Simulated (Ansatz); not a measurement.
**SiCl4: geometry, orbitals and charge**

What does SiCl4 look like as a singlet, and where do its frontier electrons sit?

The runs use Ansatz 0.2.0, Gaussian basis; RKS PBE0-D4/def2-TZVP.

Plan: relaxation at PBE-D4/def2-SVP; a search for the lowest solution at PBE0-D4/def2-SVP; a single point at PBE0-D4/def2-TZVP; harmonic vibrations at PBE-D4/def2-SVP.

## (1) The system as given

5 atoms, charge 0, spin multiplicity 1.

Atoms are counted from 1 here; the program's logs count them from 0.

Bond lengths: Si1–Cl2 2.014 Å, Si1–Cl3 2.014 Å, Si1–Cl4 2.014 Å, Si1–Cl5 2.014 Å. Angles: Cl2–Si1–Cl3 109.6°, Cl2–Si1–Cl4 109.3°, Cl2–Si1–Cl5 109.4°, Cl3–Si1–Cl4 109.5°, Cl3–Si1–Cl5 109.6°, Cl4–Si1–Cl5 109.4°.

Coordinates:

```xyz
5

Si    0.00188   -0.00140   -0.00045
Cl    0.00838   -0.01665    2.01361
Cl    1.89676    0.01157   -0.68224
Cl   -0.95642    1.64644   -0.65065
Cl   -0.95060   -1.63997   -0.68026
```

The start is a GFN2-xTB geometry.

## (2) Relaxation at PBE-D4/def2-SVP

Input file in.yaml:

```yaml
crystal:
  periodic: [false, false, false]
  atoms:
    - {symbol: Si, position_ang: [0.001880, -0.001400, -0.000450]}
    - {symbol: Cl, position_ang: [0.008380, -0.016650, 2.013610]}
    - {symbol: Cl, position_ang: [1.896760, 0.011570, -0.682240]}
    - {symbol: Cl, position_ang: [-0.956420, 1.646440, -0.650650]}
    - {symbol: Cl, position_ang: [-0.950600, -1.639970, -0.680260]}
basis:
  gaussian: {orbitals: def2-SVP}
hamiltonian: {xc: pbe, dispersion: d4}
scf: {omitted_lower_state_checks: [starts]}
output: {orbitals: {seedname: orbitals}}
relax: {f_tol: 0.02, max_steps: 100}
```

Command:

```bash
$ ansatz run in.yaml --threads 2 --pin off --events-out ev --progress --plain --max-ram 4352MiB
```

The runs that follow: Searching for the lowest solution, PBE0-D4/def2-SVP; Single point, PBE0-D4/def2-TZVP; Harmonic vibrations.

**Question.** What will the summary of the whole plan be? Wanted: point group; commonest bond; HOMO, LUMO at PBE0-D4/def2-TZVP; dipole at PBE-D4/def2-SVP; lowest, highest wavenumber.

The runs gave:

```
                       quantity                            value
                    point group                               Td
                 commonest bond  Cl–Si, 4 of mean length 2.052 Å
HOMO, LUMO at PBE0-D4/def2-TZVP                  -9.57, -1.03 eV
      dipole at PBE-D4/def2-SVP                           0.00 D
     lowest, highest wavenumber                    137, 615 cm⁻¹
```

In words: The molecule keeps its bonding pattern by the stored test; the atoms moved 0.03 Å (rms). All wavenumbers are real: a minimum at this level. The HOMO lies nearest to Cl2, Cl4 about 35 % each; Cl5 28 % and the LUMO to Si1 34 %; 4 Cl atoms about 16 % each.
